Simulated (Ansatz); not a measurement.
**CCl₂Se: one species, many methods**

The task here is to estimate one member of a computed series from the others.

The runs use Ansatz 0.2.0, Gaussian basis; functionals in def2-TZVPP, the program's frozen cores in correlated methods.

The runs, in order: LDA (SPW92), PBE-D4, revPBE-D4, BLYP-D4, r2SCAN-D4, B97M-V, PBE0-D4, B3LYP-D4, r2SCANh-D4, r2SCAN0-D4, HSE06-D4, BHLYP-D4, CAM-B3LYP-D4, LC-ωPBE, ωB97X-V, ωB97M-V, B2PLYP, PBE-QIDH; CCSD(T)/def2-SVP; CCSD(T)/def2-TZVPP; MP2/def2-QZVPP; extrapolation to the limit; RPA on PBE.

## Structure used throughout

The geometry comes from an earlier relaxation with PBE0-D4 in a triple-zeta def2 set; it is a stationary point.

SMILES `ClC(Cl)=[Se]`, 4 atoms, charge 0, spin multiplicity 1.

Atoms are counted from 1 here; the program's logs count them from 0.

Bond lengths: Cl1–C2 1.712 Å, C2–Cl3 1.712 Å, C2–Se4 1.748 Å. Angles: Cl1–C2–Cl3 111.8°, Cl1–C2–Se4 124.1°, Cl3–C2–Se4 124.1°.

The first run:

in.yaml reads:

```yaml
crystal:
  periodic: [false, false, false]
  atoms:
    - {symbol: Cl, position_ang: [1.189531, -0.575422, 1.068371]}
    - {symbol: C, position_ang: [0.018814, 0.020692, -0.028630]}
    - {symbol: Cl, position_ang: [-1.371867, -0.975873, -0.075592]}
    - {symbol: Se, position_ang: [0.219021, 1.470304, -0.984349]}
basis:
  gaussian: {orbitals: def2-TZVPP}
hamiltonian: {xc: lda}
output: {orbitals: {seedname: orbitals}}
```

Command:

```
> ansatz run in.yaml --threads 2 --pin off --events-out ev --progress --plain --max-ram 4352MiB
```

Among the steps run: LDA; PBE-D4 (GGA); revPBE-D4 (GGA); BLYP-D4 (GGA); r2SCAN-D4 (meta-GGA); B97M-V (meta-GGA); PBE0-D4 (hybrid); B3LYP-D4 (hybrid); r2SCANh-D4 (hybrid); r2SCAN0-D4 (hybrid); HSE06-D4 (hybrid); BHLYP-D4 (hybrid); CAM-B3LYP-D4 (range-separated); LC-ωPBE (range-separated); ωB97X-V (range-separated); ωB97M-V (range-separated); B2PLYP (double hybrid); PBE-QIDH (double hybrid).

One table of the session follows, with a row left open; its other results are not shown here.

It belongs to the step «Orbital energies across the functionals». 

| functional | HOMO (eV) | LUMO (eV) | gap (eV) |
| --- | --- | --- | --- |
| LDA (SPW92) | -5.96 | -4.01 | 1.95 |
| PBE-D4 | -5.79 | -3.80 | 1.99 |
| revPBE-D4 | -5.74 | -3.73 | 2.01 |
| BLYP-D4 | -5.60 | -3.65 | 1.95 |
| r2SCAN-D4 | -6.06 | -3.79 | 2.26 |
| B97M-V | -6.13 | -3.68 | 2.45 |
| PBE0-D4 | -6.98 | -3.08 | 3.90 |
| B3LYP-D4 | -6.72 | -3.24 | 3.48 |
| r2SCANh-D4 | -6.49 | -3.51 | 2.98 |
| r2SCAN0-D4 | -7.15 | -3.07 | 4.08 |
| HSE06-D4 | -6.58 | -3.45 | 3.13 |
| BHLYP-D4 | -7.98 | -2.15 | 5.83 |
| CAM-B3LYP-D4 | -8.25 | -2.02 | 6.23 |
| LC-ωPBE | -9.65 | -1.05 | 8.61 |
| ωB97X-V | -9.28 | -1.03 | 8.24 |
| ωB97M-V | ? | ? | ? |

Estimate the missing values for ωB97M-V.

**Answer.** HOMO (eV): -9.11; LUMO (eV): -1.03; gap (eV): 8.09. In the column «HOMO (eV)» it lies between ωB97X-V (-9.28) and CAM-B3LYP-D4 (-8.25).
